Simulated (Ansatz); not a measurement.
**GeHCl (triplet): RPA-PBE over vertical spin and charge gaps, cc-pVDZ**

How well do these functionals follow the top wave-function level for GeHCl (triplet) over vertical spin and charge gaps?

Computed with Ansatz 0.2.0, Gaussian basis. Level: cc-pVDZ, all electrons in the functionals, frozen cores in the correlation of double hybrids and RPA.

Plan: RPA-PBE, at charge 0, triplet; charge 0, singlet; charge 0, quintet; charge 1, doublet; charge 1, quartet.

8 further runs of the same task are left out: 2 for a known fault of the program, 6 set aside as unsound or not needed.

### Step 1. The system

The geometry is a PBE0/def2-TZVP stationary point (not a proven minimum). No spin-orbit coupling is included. The filled d shell of Ge may be among the frozen orbitals whatever the setting's name suggests; the logs give the count.

3 atoms, charge 0, spin multiplicity 3.

Atoms are counted from 1 here; the program's logs count them from 0.

Bond lengths: Ge1–Cl2 2.148 Å, Ge1–H3 1.556 Å. Angles: Cl2–Ge1–H3 115.2°.

No dispersion term is added.

The geometry shown and the zero of energy belong to the point charge 0, triplet. The yardstick, UCCSDTQ, and other wave-function levels (R restricted, U unrestricted, valence and pair active spaces) come from earlier runs.

### Step 2. RPA-PBE, charge 0, triplet

File in.yaml:

```yaml
crystal:
  periodic: [false, false, false]
  atoms:
    - {symbol: Ge, position_ang: [0.000000, -0.039179, 0.691027]}
    - {symbol: Cl, position_ang: [0.000000, 0.042088, -1.455820]}
    - {symbol: H, position_ang: [0.000000, 1.343123, 1.405821]}
basis:
  gaussian: {orbitals: cc-pVDZ}
magnetization: {spin_polarized: true, initial_magnetization: 2}
hamiltonian: {xc: {name: PBE}}
correlation: {method: rpa, electrons: outside_noble_gas}
```

Launch:

```console
> ansatz run in.yaml --threads 1 --pin off --events-out ev --progress --plain --max-ram 3968MiB --backend cpu
```

Further steps of the session: RPA-PBE, charge 0, singlet; RPA-PBE, charge 0, quintet; RPA-PBE, charge 1, doublet; RPA-PBE, charge 1, quartet.

Before running them: what should the planned runs give, taken together? Wanted: triplet to singlet, UCCSDTQ; triplet to quintet, UCCSDTQ; ionisation to the doublet cation, UCCSDTQ; ionisation to the quartet cation, UCCSDTQ; largest miss, RPA-PBE.

As calculated:

```
                                 quantity                           value
              triplet to singlet, UCCSDTQ                       -1.287 eV
              triplet to quintet, UCCSDTQ                        7.063 eV
ionisation to the doublet cation, UCCSDTQ                        7.479 eV
ionisation to the quartet cation, UCCSDTQ                       11.653 eV
                    largest miss, RPA-PBE  -0.149 eV (triplet to quintet)
```

What this shows: RPA-PBE strays by up to 0.149 eV, at triplet to quintet. Functionals and the yardstick converge differently with the basis, so part of each miss in cc-pVDZ is the basis.
